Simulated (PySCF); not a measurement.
# C6H10OSi: the cost of one run

Computed with PySCF 2.14.0 and routines of our own; the level stands in each step. Atoms count from 0.

### 1 The starting structure

18 atoms, charge 0, multiplicity 1; geometry from: GFN2-xTB.

### 2 Magnetic properties: GIAO B3LYP/pcSseg-1

The job: settings as JSON, then the geometry in Å.

```
{"job": {"kind": "mag", "xc": "B3LYP", "basis": "pcSseg-1", "isotopologues": 2}, "charge": 0, "multiplicity": 1}
C     -2.972911     0.695568     0.015129
C     -1.815726     0.418419    -0.562353
C     -1.313377    -0.952448    -0.834792
Si    -0.011043    -1.453018     0.483597
O     -0.639844    -1.323193     1.980068
C      1.439480    -0.332651     0.230712
C      2.372991     0.402106     0.027801
C      3.495151     1.281743    -0.210521
H     -3.285759     1.705706     0.219438
H     -3.667624    -0.082554     0.289855
H     -1.137853     1.220516    -0.827012
H     -2.139010    -1.664100    -0.816892
H     -0.859270    -0.991041    -1.823747
H      0.360342    -2.860800     0.414486
H     -1.188438    -0.581235     2.221404
H      3.995198     1.513869     0.729452
H      4.206565     0.799486    -0.880614
H      3.152368     2.209944    -0.667669
```

Level: GIAO B3LYP/pcSseg-1 magnetisability, rotational g tensor and spin-rotation constants, non-relativistic, gas phase.

Run with:

```console
> OMP_NUM_THREADS=1 python excited_run.py task.json out
```

One launch serves the whole session: the jobs run in the order shown.

Q: Estimate the wall time and peak memory of this job on 1 thread of Arm Neoverse V2, shared host.

About 34 s, with a peak of 0.93 GiB.
